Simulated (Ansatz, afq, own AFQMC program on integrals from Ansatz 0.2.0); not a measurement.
**ZrSiH₃ (doublet): AFQMC on the coupled-cluster ladder at distance Zr1–Si2 = 3.680 Å, def2-SVP**

Aim: compute ZrSiH₃ (doublet) with auxiliary-field quantum Monte Carlo on the same integrals as coupled cluster, and set the energies side by side.

Program: Ansatz 0.2.0, Gaussian basis, and an in-house AFQMC program (afq) on its integrals; all values are calculated. Level of theory: def2-SVP, frozen cores. These are calculated values, not measurements.

To be run: PBE (unrestricted); CCSD(T) on UHF; r2SCAN (unrestricted); PBE0 (unrestricted); B3LYP (unrestricted); Phaseless AFQMC, CISD trial on UHF.

10 further runs of the same task are left out: 10 that didn't finish.

**1. The geometry**

The geometry derives from a PBE0/def2-TZVP stationary point (not a proven minimum). One bond is set to the value named and the two fragments are kept rigid. No spin-orbit coupling is included. Elements past krypton take def2 core potentials.

5 atoms, charge 0, spin multiplicity 2.

Atoms are counted from 1 here; the program's logs count them from 0.

Bond lengths: Si2–H3 1.502 Å, Si2–H4 1.499 Å, Si2–H5 1.499 Å. Angles: H3–Si2–H4 105.6°, H3–Si2–H5 105.6°, H4–Si2–H5 105.6°.

**2. PBE (unrestricted)**

File in.yaml:

```yaml
crystal:
  periodic: [false, false, false]
  atoms:
    - {symbol: Zr, position_ang: [-0.000113, 0.000000, 0.950322]}
    - {symbol: Si, position_ang: [0.004892, 0.000000, -2.729675]}
    - {symbol: H, position_ang: [-1.419003, 0.000000, -3.208734]}
    - {symbol: H, position_ang: [0.646434, 1.194272, -3.370090]}
    - {symbol: H, position_ang: [0.646434, -1.194272, -3.370090]}
basis:
  gaussian: {orbitals: def2-SVP}
magnetization: {spin_polarized: true, initial_magnetization: 1}
hamiltonian: {xc: {name: PBE}}
output: {orbitals: {seedname: orbitals}}
```

On the command line:

```sh
> ansatz run in.yaml --threads 1 --pin off --events-out ev --progress --plain --max-ram 8192MiB --backend cpu
```

Output:

```text
Functional definition: PBE
  name "PBE"
  cite "Perdew, Burke & Ernzerhof, Phys. Rev. Lett. 77, 3865 (1996) doi:10.1103/PhysRevLett.77.3865"
  parent pbe
  parameter kappa = 0.804
  parameter beta = 0.06672455060314922
  exchange = pbe_x(kappa = kappa, mu = beta*pi^2/3)
  correlation = pbe_c(beta = beta)
648 factors; their error is unknown
mean field evaluation 1: about -9192.0210 eV, gradient 1.3e1 eV
mean field evaluation 2: about -9039.7389 eV, gradient 1.0e2 eV
mean field evaluation 4: about -9193.3730 eV, gradient 9.2e0 eV
mean field evaluation 8: about -9194.7267 eV, gradient 1.8e0 eV
mean field evaluation 16: about -9194.7311 eV, gradient 4.6e-2 eV
mean field evaluation 32: about -9194.7314 eV, gradient 1.0e-4 eV
mean field evaluation 64: about -9194.7265 eV, gradient 1.4e-6 eV
mean field evaluation 96: about -9194.7265 eV, gradient 2.2e-2 eV
mean field evaluation 128: about -9194.6351 eV, gradient 3.2e-1 eV
mean field -9194.73140586 eV, -337.9001467526 hartree, gradient 6.1e-6 eV, S^2 1.648988; 4 other end points of the search recorded, 0 dependent functions left out
reference -9194.73144894 eV, -337.9001483356 hartree; 15, 14 occupied and 49, 50 virtual orbitals, 648 factors
Total energy: -9194.73144894 eV, -337.9001483356 hartree
```

It took 45 s on 1 thread of AMD EPYC 7R13 (Zen 3), shared host; peak memory 1.6 GiB.

From the report: ⟨S²⟩ of the determinant 1.649 (pure doublet: 0.75). The determinant is far from a pure spin state, so its energy mixes those of several spin states (harmless only where they are near-degenerate, as at dissociation).

**3. CCSD(T) on UHF**

Edit in.yaml of step 2 so:

```diff
@@ -11,3 +11,2 @@
 magnetization: {spin_polarized: true, initial_magnetization: 1}
-hamiltonian: {xc: {name: PBE}}
-output: {orbitals: {seedname: orbitals}}
+correlation: {method: ccsd_t, electrons: outside_noble_gas, hamiltonian_folder: ham}
```

On the command line:

```sh
> ansatz run in.yaml --threads 1 --pin off --events-out ev --progress --plain --max-ram 24576MiB --backend cuda --devices 0, --max-vram 18GiB
```

Output, cut to the lines that bear on the results:

```text
Functional definition: HF
  name "HF"
  cite "Fock, Z. Phys. 61, 126 (1930) doi:10.1007/BF01340294"
  parent pbe
[...]
652 factors; integrals over basis functions are off by at most 1.1e-3 eV
[...]
mean field -9169.53667953 eV, -336.9742576374 hartree, gradient 1.6e-10 eV, S^2 1.795447; 52 other end points of the search recorded, 0 dependent functions left out
determinant -9169.53667953 eV, -336.9742576374 hartree, with singles and doubles -9174.27280338 eV, -337.1483069789 hartree
determinant -9169.53662875 eV, -336.9742557712 hartree, with singles and doubles -9174.27275132 eV, -337.1483050655 hartree
determinant -9169.48839144 eV, -336.9724830829 hartree, with singles and doubles -9174.21155610 eV, -337.1460561826 hartree
determinant -9169.48643989 eV, -336.9724113650 hartree, with singles and doubles -9174.20987110 eV, -337.1459942603 hartree
[...]
determinant -9168.89512173 eV, -336.9506808232 hartree, with singles and doubles -9173.95520829 eV, -337.1366355745 hartree
determinant -9168.85457209 eV, -336.9491906514 hartree, with singles and doubles -9173.92061006 eV, -337.1353641131 hartree
determinant -9168.85443975 eV, -336.9491857880 hartree, with singles and doubles -9173.92049584 eV, -337.1353599153 hartree
determinant -9168.36742563 eV, -336.9312883493 hartree, with no singles and doubles
9 core orbitals not correlated: weight in the atoms' cores, before any rotation towards them, 0.999 or more for the frozen orbitals, at most 0.000 for the correlated occupied ones
reference -9169.53667953 eV, -336.9742576374 hartree; 6, 5 occupied and 49, 50 virtual orbitals, 652 factors
second order -3.60172736 eV of doubles, -0.00000000 eV of singles
cycle   1  -4.74765245 eV  change   -1.1e-6 eV  update   8.6e-6
perturbative correction -0.14553273 eV, -0.0053482291 hartree
Total energy: -9174.42986470 eV, -337.1540788757 hartree
```

It took 2.3 min on 1 × NVIDIA H100 80GB HBM3 with 1 thread of AMD EPYC 7R13 (Zen 3), shared host; peak host memory 1.6 GiB.

From the report: ⟨S²⟩ of the determinant 1.795 (pure doublet: 0.75); correlation -4.8932 eV; T1 0.046; largest double amplitude 0.07. The determinant is far from a pure spin state, so its energy mixes those of several spin states (harmless only where they are near-degenerate, as at dissociation).

This run also writes the integrals to the folder ham.

**4. r2SCAN (unrestricted)**

Edit in.yaml of step 3 so:

```diff
@@ -11,2 +11,2 @@
 magnetization: {spin_polarized: true, initial_magnetization: 1}
-correlation: {method: ccsd_t, electrons: outside_noble_gas, hamiltonian_folder: ham}
+hamiltonian: {xc: {name: r2SCAN}}
```

On the command line:

```sh
> ansatz run in.yaml --threads 1 --pin off --events-out ev --progress --plain --max-ram 8192MiB --backend cpu
```

Output, cut to the lines that bear on the results:

```text
Functional definition: r2SCAN
  name "r2SCAN"
  cite "Furness, Kaplan, Ning, Perdew & Sun, J. Phys. Chem. Lett. 11, 8208 (2020) doi:10.1021/acs.jpclett.0c02405"
  cite "Furness, Kaplan, Ning, Perdew & Sun, J. Phys. Chem. Lett. 11, 9248 (2020) doi:10.1021/acs.jpclett.0c03077"
  parent r2scan
[...]
648 factors; their error is unknown
[...]
mean field -9198.59112185 eV, -338.0419886991 hartree, gradient 5.1e-6 eV, S^2 1.787791; 10 other end points of the search recorded, 0 dependent functions left out
reference -9198.59114860 eV, -338.0419896820 hartree; 15, 14 occupied and 49, 50 virtual orbitals, 648 factors
Total energy: -9198.59114860 eV, -338.0419896820 hartree
```

It took 2.7 min on 1 thread of AMD EPYC 7R13 (Zen 3), shared host; peak memory 1.6 GiB.

From the report: ⟨S²⟩ of the determinant 1.788 (pure doublet: 0.75). The determinant is far from a pure spin state, so its energy mixes those of several spin states (harmless only where they are near-degenerate, as at dissociation).

**5. PBE0 (unrestricted)**

Edit in.yaml of step 4 so:

```diff
@@ -11,2 +11,3 @@
 magnetization: {spin_polarized: true, initial_magnetization: 1}
-hamiltonian: {xc: {name: r2SCAN}}
+hamiltonian: {xc: {name: PBE0}}
+output: {orbitals: {seedname: orbitals}}
```

Same command.

Output, cut to the lines that bear on the results:

```text
Functional definition: PBE0
  name "PBE0"
  cite "Adamo & Barone, J. Chem. Phys. 110, 6158 (1999) doi:10.1063/1.478522"
  cite "Perdew, Burke & Ernzerhof, Phys. Rev. Lett. 77, 3865 (1996) doi:10.1103/PhysRevLett.77.3865"
  parent pbe
[...]
652 factors; integrals over basis functions are off by at most 1.1e-3 eV
[...]
mean field -9194.94725825 eV, -337.9080791816 hartree, gradient 7.3e-6 eV, S^2 1.726403; 9 other end points of the search recorded, 0 dependent functions left out
reference -9194.94729125 eV, -337.9080803944 hartree; 15, 14 occupied and 49, 50 virtual orbitals, 652 factors
Total energy: -9194.94729125 eV, -337.9080803944 hartree
```

Run time: 31 s. Hardware: 1 thread of AMD EPYC 7R13 (Zen 3), shared host; peak memory 1.6 GiB.

From the report: ⟨S²⟩ of the determinant 1.726 (pure doublet: 0.75). The determinant is far from a pure spin state, so its energy mixes those of several spin states (harmless only where they are near-degenerate, as at dissociation).

**6. B3LYP (unrestricted)**

Edit in.yaml of step 5 so:

```diff
@@ -11,3 +11,2 @@
 magnetization: {spin_polarized: true, initial_magnetization: 1}
-hamiltonian: {xc: {name: PBE0}}
-output: {orbitals: {seedname: orbitals}}
+hamiltonian: {xc: {name: B3LYP}}
```

Launched as before.

Output, cut to the lines that bear on the results:

```text
Functional definition: B3LYP
  name "B3LYP"
  cite "Stephens, Devlin, Chabalowski & Frisch, J. Phys. Chem. 98, 11623 (1994) doi:10.1021/j100096a001"
  cite "Becke, Phys. Rev. A 38, 3098 (1988) doi:10.1103/PhysRevA.38.3098"
  cite "Lee, Yang & Parr, Phys. Rev. B 37, 785 (1988) doi:10.1103/PhysRevB.37.785"
  cite "Vosko, Wilk & Nusair, Can. J. Phys. 58, 1200 (1980) doi:10.1139/p80-159"
[...]
652 factors; integrals over basis functions are off by at most 1.1e-3 eV
[...]
mean field -9199.93999581 eV, -338.0915589027 hartree, gradient 3.5e-6 eV, S^2 1.654838; 15 other end points of the search recorded, 0 dependent functions left out
reference -9199.94024035 eV, -338.0915678893 hartree; 15, 14 occupied and 49, 50 virtual orbitals, 652 factors
Total energy: -9199.94024035 eV, -338.0915678893 hartree
```

Wall time 91 s (1 thread of AMD EPYC 7R13 (Zen 3), shared host); peak memory 1.6 GiB.

From the report: ⟨S²⟩ of the determinant 1.655 (pure doublet: 0.75). The determinant is far from a pure spin state, so its energy mixes those of several spin states (harmless only where they are near-degenerate, as at dissociation).

**7. Phaseless AFQMC, CISD trial on UHF**

It reads the integrals that the CCSD(T) run on this determinant wrote.

On the command line:

```sh
> afq ham --method phaseless --trial cisd --walkers 4000 --populations 20 --least-time 60 --time-step 0.005 --steps-per-block 50 --equilibration-blocks 40 --max-blocks 4000 --target-error 0.0004 --factor-cut 1e-05 --start spin_pure --seed 9806 --release-times 0.24,0.5,1,1.5 --release-step 0.02 --release-every 3 --taylor-order 6
```

Output:

```text
orbitals 55  electrons 6 5  factors 435 of 652
reference energy -336.97425764 Eh
CCSD correlation -0.17447288 Eh in 31 cycles, weight of the determinant in the CISD state 0.8141
energy of the start -337.121875 Eh
 block  time / (1/Eh)  mean weight  energy / Eh
     1     0.250  1.0002  -337.130080
     2     0.500  1.0000  -337.136406
     3     0.750  1.0001  -337.141032
     4     1.000  0.9999  -337.144321
     5     1.250  1.0002  -337.147148
     6     1.500  0.9999  -337.149490
     7     1.750  1.0001  -337.150408
     8     2.000  1.0000  -337.151126
     9     2.250  0.9999  -337.152081
    10     2.500  0.9999  -337.152850
    11     2.750  1.0000  -337.153060
    13     3.250  1.0001  -337.153366
    15     3.750  1.0003  -337.154535
    17     4.250  1.0001  -337.155125
    19     4.750  0.9998  -337.155066
    21     5.250  0.9999  -337.155369
    23     5.750  1.0001  -337.155444
    25     6.250  0.9997  -337.155406
    27     6.750  1.0001  -337.155225
    29     7.250  1.0002  -337.156120
    31     7.750  0.9999  -337.156047
    33     8.250  0.9997  -337.156022
    35     8.750  1.0000  -337.156282
    37     9.250  0.9998  -337.156849
    39     9.750  1.0002  -337.155976
    41    10.250  0.9998  -337.155464
    43    10.750  0.9998  -337.156156
    45    11.250  0.9997  -337.155691
    47    11.750  0.9996  -337.156624
    49    12.250  1.0001  -337.155721
    51    12.750  0.9999  -337.155654
    53    13.250  1.0000  -337.155448
    55    13.750  1.0001  -337.154907
    57    14.250  0.9999  -337.156003
    59    14.750  0.9999  -337.155885
    61    15.250  1.0001  -337.155532
    63    15.750  1.0000  -337.155007
    65    16.250  0.9999  -337.155375
    67    16.750  0.9996  -337.155534
    69    17.250  1.0001  -337.155949
    71    17.750  1.0000  -337.155850
    73    18.250  1.0004  -337.155898
    75    18.750  1.0000  -337.155460
    77    19.250  1.0002  -337.155851
    79    19.750  0.9998  -337.155913
    81    20.250  0.9998  -337.155738
    83    20.750  0.9998  -337.155788
    85    21.250  0.9998  -337.156081
    87    21.750  1.0001  -337.156602
    89    22.250  1.0002  -337.156197
error from the spread of 20 populations
released: time / (1/Eh)  energy / Eh  error  mean overlap
  0.24  -337.155956  0.000138  1.0000
  0.50  -337.156245  0.000128  1.0034
  1.00  -337.156651  0.000189  1.0041
  1.50  -337.156882  0.000185  1.0058
energy -337.155747 +/- 0.000120 Eh
```

It took 9.9 min on 1 × NVIDIA H100 80GB HBM3 with 2 threads of AMD EPYC 7R13 (Zen 3), shared host; peak host memory 1.6 GiB.

Energy -9174.4753 ± 0.0033 eV. Caveats: constraint bias not in the error.

**8. All levels side by side**

On the UHF determinant, counted from CCSD(T) (a yardstick, not exact):

```csv
level,energy (eV),from CCSD(T) (kJ/mol),statistical error (kJ/mol),time
HF,-9169.5367,+472.1,,
MP2,-9173.1384,+124.6,,
CCSD,-9174.2843,+14.0,,
CCSD(T),-9174.4299,0.0,,
"Phaseless AFQMC, CISD trial, step 0.005, 4000 walkers",-9174.4753,-4.4,0.3,9.9 min
```

The functionals' totals stand on their own zeros and serve differences with other points: PBE -9194.731 eV; r2SCAN -9198.591 eV; PBE0 -9194.947 eV; B3LYP -9199.940 eV.

**9. Outcome**

```
                                       quantity              value
Phaseless AFQMC, CISD trial on UHF from CCSD(T)  -4.4 ± 0.3 kJ/mol
```

**Reading.** On UHF the phaseless walk with the CISD trial lies -4.4 kJ/mol from CCSD(T), 14 times its error bar. Error bars are statistical and leave out the constraint, the time step and what remains of the start. Zr carries a core potential, and spin-orbit coupling is left out.
